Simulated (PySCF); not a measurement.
# F2Tl (Tl(F)2-): the cost of one run

The runs use PySCF 2.14.0; PBE0, Tl def2-SVP with ECP60, F def2-SVP; scalar-relativistic core potentials, no spin–orbit coupling.

4 further runs of the same task are left out: 2 for a known fault of the program, 2 that didn't finish.

## Step 1: The system as given

3 atoms, charge -1, spin multiplicity 1.

Bond lengths: Tl1–F2 2.169 Å, Tl1–F3 2.169 Å. Angles: F2–Tl1–F3 97.2°.

As a file:

```xyz
3
charge -1, multiplicity 1
Tl    0.6325    0.4983    0.0000
F    -0.4944   -0.3895    1.6268
F    -0.4944   -0.3895   -1.6268
```

Formal oxidation states: Tl +1. An earlier session relaxed this geometry at PBE0, Tl def2-SVP with ECP60, F def2-SVP (singlet, point group C2v).

Its energy there is -371.943821 Eh.

## Step 2: Multiplicity 3 at the relaxed geometry

Contents of run.py (the lines that set the calculation):

```python
mol = gto.M(atom='''
Tl     0.63251     0.49831     0.00000
F     -0.49443    -0.38953     1.62685
F     -0.49443    -0.38953    -1.62685''',
    basis={'Tl': 'def2-SVP', 'F': 'def2-SVP'},
    ecp={'Tl': 'def2-SVP'},
    charge=-1, spin=2)
mf = dft.UKS(mol, xc='PBE0')
mf.grids.atom_grid = (50, 194)
mf = mf.density_fit()  # fitting sets: Tl def2-universal-JKFIT, F def2-universal-JKFIT
mf.conv_tol = 1e-08; mf.max_cycle = 55
mf.kernel(dm0)  # dm0: free metal ions and neutral atoms
```

Started as:

```console
$ OMP_NUM_THREADS=2 python run.py
```

**Question.** How long does this run take on 2 threads of Arm Neoverse V1, shared host?

About 1.2 s.
